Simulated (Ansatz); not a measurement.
**CH₂OTe (SMILES C1O[Te]1): single points off equilibrium**

The task here is to estimate one member of a computed series from the others.

Computed with Ansatz 0.2.0, Gaussian basis. Level: single points in def2-TZVPP.

Cores are frozen in the correlated methods. Filled d shells of the heavier atoms are correlated. Core potentials replace the inner electrons past krypton, and spin-orbit coupling is left out.

## Starting geometry

SMILES `C1O[Te]1`, 5 atoms, charge 0, spin multiplicity 1.

Atoms are counted from 1 here; the program's logs count them from 0.

Bond lengths: C1–O2 1.403 Å, C1–Te3 2.194 Å, C1–H4 1.125 Å, C1–H5 1.182 Å, O2–Te3 2.091 Å. Angles: O2–C1–Te3 66.9°, O2–C1–H4 112.5°, O2–C1–H5 117.0°, Te3–C1–H4 116.2°, Te3–C1–H5 115.2°, H4–C1–H5 118.6°, C1–O2–Te3 74.9°, C1–Te3–O2 38.1°.

Geometry (Å):

```xyz
5

C     0.0129    0.3364   -0.1719
O    -0.7903   -0.2300    0.8299
Te    0.5808   -1.7245    0.3227
H    -0.5438    0.4807   -1.1390
H     0.7858    1.1651    0.1646
```

Set-up of the first run:

run/in.yaml

```yaml
crystal:
  periodic: [false, false, false]
  atoms:
    - {symbol: C, position_ang: [0.012900, 0.336400, -0.171900]}
    - {symbol: O, position_ang: [-0.790300, -0.230000, 0.829900]}
    - {symbol: Te, position_ang: [0.580800, -1.724500, 0.322700]}
    - {symbol: H, position_ang: [-0.543800, 0.480700, -1.139000]}
    - {symbol: H, position_ang: [0.785800, 1.165100, 0.164600]}
basis:
  gaussian: {orbitals: def2-TZVPP}
correlation: {method: ccsd_t}
output: {forces: true}
```

No record of the launch command was kept for these runs.

Steps of the session up to this table: CCSD(T)/def2-TZVPP; PBE0-D4/def2-TZVPP; wB97M-V/def2-TZVPP; r2SCAN-D4/def2-TZVPP; PBE-D4/def2-TZVPP; revPBE-D4/def2-TZVPP; SPW92/def2-TZVPP.

One table of the session follows, with a row left open; its other results are not shown here.

```
   method  RMS force component (eV/Å)  angle to CCSD(T) forces (°)  dipole (D)
  CCSD(T)                       0.864                    reference        1.73
  PBE0-D4                       0.979                         16.0        1.76
  wB97M-V                       0.991                         13.9        1.83
r2SCAN-D4                       0.873                          8.4        1.69
   PBE-D4                       0.726                          7.2        1.62
revPBE-D4                       0.696                          9.9        1.59
    SPW92                           ?                            ?           ?
```

**Question.** Estimate the row for SPW92.

The run gave: RMS force component (eV/Å): 0.878; angle to CCSD(T) forces (°): 23.2; dipole (D): 1.71. In the column «RMS force component (eV/Å)» it lies between r2SCAN-D4 (0.873) and PBE0-D4 (0.979).
